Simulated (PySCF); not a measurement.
**C₄H₈OSi: electronic excitations and core binding energies**

What electronic excitations and core binding energies should C₄H₈OSi (`C=C[C@@H]1OC[SiH2]1`) show?

The runs use PySCF 2.14.0, with density-fitted response routines of our own; the level of theory stands in each step. All values are computed, except where a source is named. Atoms are numbered from 0 throughout.

### Step 1. Starting geometry

14 atoms, charge 0, multiplicity 1; geometry from: GFN2-xTB.

Bonds of the start (Å): C0–C1 1.32, C1–C2 1.48, C2–O3 1.44, O3–C4 1.43, C4–Si5 1.92, Si5–C2 1.94, C0–H6 1.08, C0–H7 1.08, C1–H8 1.08, C2–H9 1.10, C4–H10 1.09, C4–H11 1.10, Si5–H12 1.46, Si5–H13 1.46.

### Step 2. Excited states and response: CAM-B3LYP/def2-SVPD

The job: settings as JSON, then the geometry in Å.

```
{"job": {"kind": "uv", "xc": "CAM-B3LYP", "basis": "def2-SVPD", "nstates": 8, "ntriplets": 3}, "charge": 0, "multiplicity": 1}
C      2.511862     0.248170     0.302316
C      1.353390    -0.357574     0.105208
C      0.119430    -0.103753     0.891391
O     -0.756899    -1.244609     0.933282
C     -1.931132    -0.790092     0.247845
Si    -1.237941     0.983355     0.028913
H      3.370542     0.050209    -0.315309
H      2.644878     0.970694     1.091027
H      1.237753    -1.084506    -0.687308
H      0.374071     0.197227     1.914220
H     -2.809307    -0.921872     0.886534
H     -2.087538    -1.376763    -0.663429
H     -0.948698     1.407765    -1.337387
H     -1.841090     2.021276     0.860556
```

Method: TDDFT CAM-B3LYP/def2-SVPD, vertical, gas phase, core orbitals frozen in the response.

Started as:

```
OMP_NUM_THREADS=1 python probes_run.py task.json out
```

One launch serves the whole session: the jobs run in the order shown.

**Question.** This job is followed by: delta-SCF UKS SCAN, pcX-2 on the ionised atom, pcseg-1 elsewhere, spin-free X2C. What will the session give for the following? lowest singlet (CAM-B3LYP/def2-SVPD); brightest single state of those computed; lowest triplet; C1s binding energies, SCAN/pcX-2; O1s binding energies, SCAN/pcX-2; Si1s binding energies, SCAN/pcX-2; Si2p binding energies, SCAN/pcX-2.

As calculated:

| quantity | value |
| --- | --- |
| lowest singlet (CAM-B3LYP/def2-SVPD) | 5.89 eV (211 nm), f = 0.115 |
| brightest single state of those computed | state 3, 6.51 eV, f = 0.204 |
| lowest triplet | 4.15 eV |
| C1s binding energies, SCAN/pcX-2 | C2 291.34, C4 291.30, C1 290.38, C0 289.79 eV |
| O1s binding energies, SCAN/pcX-2 | O3 537.75 eV |
| Si1s binding energies, SCAN/pcX-2 | Si5 1846.41 eV |
| Si2p binding energies, SCAN/pcX-2 | Si5 106.94 eV |

The first singlet state (HOMO→LUMO 0.91) lies at 5.89 eV and is bright; of the 8 states computed, the strongest absorption comes from state 3 at 6.51 eV. The lowest triplet lies 1.74 eV below the lowest singlet (triplets in Tamm-Dancoff, singlets in full TDDFT). C2 (allylic sp3 CH bonded to O and Si) binds its C1s electron 1.55 eV more tightly than C0 (terminal =CH2 carbon).
